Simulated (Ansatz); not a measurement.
**C2H6BN: small, medium and large basis sets**

An exercise on one series of results from a longer session: the logs are not shown, and one member is left open.

Program: Ansatz 0.2.0, Gaussian basis. Level of theory: one geometry, several basis sets. These are calculated values, not measurements.

Levels to be run: PBE0-D4/def2-SVP; ωB97M-V/def2-SVP; PBE0-D4/def2-QZVPP; ωB97M-V/def2-QZVPP; the functionals' def2-TZVPP values are taken from earlier runs.

**Structure used throughout**

All runs share one geometry, relaxed beforehand with PBE0-D4 in a triple-zeta def2 set.

10 atoms, charge 0, spin multiplicity 1.

Atoms are counted from 1 here; the program's logs count them from 0.

Bond lengths: B1–C2 1.554 Å, B1–H5 1.196 Å, B1–H6 1.197 Å, C2–C3 1.494 Å, C2–H7 1.094 Å, C2–H8 1.110 Å, C3–N4 1.263 Å, C3–H9 1.095 Å, N4–H10 1.023 Å. Angles: C2–B1–H5 120.3°, C2–B1–H6 120.2°, H5–B1–H6 119.3°, B1–C2–C3 115.9°, B1–C2–H7 114.4°, B1–C2–H8 99.0°, C3–C2–H7 112.1°, C3–C2–H8 108.0°, H7–C2–H8 105.8°, C2–C3–N4 127.7°, C2–C3–H9 115.2°, N4–C3–H9 117.1°, C3–N4–H10 110.8°.

Set-up of the first run:

in.yaml

```yaml
crystal:
  periodic: [false, false, false]
  atoms:
    - {symbol: B, position_ang: [-1.299125, 0.615417, -0.531620]}
    - {symbol: C, position_ang: [-0.201679, -0.440320, -0.220301]}
    - {symbol: C, position_ang: [0.824616, -0.037812, 0.787514]}
    - {symbol: N, position_ang: [2.079204, -0.021752, 0.646961]}
    - {symbol: H, position_ang: [-1.901598, 0.573751, -1.563423]}
    - {symbol: H, position_ang: [-1.596741, 1.434943, 0.288129]}
    - {symbol: H, position_ang: [0.248542, -0.898794, -1.105484]}
    - {symbol: H, position_ang: [-0.840640, -1.225855, 0.235265]}
    - {symbol: H, position_ang: [0.425752, 0.308175, 1.747162]}
    - {symbol: H, position_ang: [2.344570, -0.358951, -0.281203]}
basis:
  gaussian: {orbitals: def2-SVP}
hamiltonian: {xc: pbe0, dispersion: d4}
output: {orbitals: {seedname: orbitals}}
```

Command:

```
ansatz run in.yaml --threads 2 --pin off --events-out ev --progress --plain --max-ram 4352MiB
```

Among the steps run: PBE0-D4 in def2-SVP; ωB97M-V in def2-SVP; PBE0-D4 in def2-QZVPP; ωB97M-V in def2-QZVPP.

One table of the session follows, with a row left open; its other results are not shown here.

| functional | basis | HOMO (eV) | LUMO (eV) |
| --- | --- | --- | --- |
| PBE0-D4 | def2-SVP | -7.33 | -1.53 |
| PBE0-D4 | def2-TZVPP | ? | ? |
| PBE0-D4 | def2-QZVPP | -7.60 | -1.66 |
| ωB97M-V | def2-SVP | -9.70 | 0.54 |
| ωB97M-V | def2-TZVPP | -9.95 | 0.29 |
| ωB97M-V | def2-QZVPP | -9.98 | 0.20 |

Estimate the missing values for PBE0-D4, def2-TZVPP.

The run gave: HOMO (eV): -7.56; LUMO (eV): -1.64. In the column «HOMO (eV)» it lies between PBE0-D4, def2-QZVPP (-7.60) and PBE0-D4, def2-SVP (-7.33).
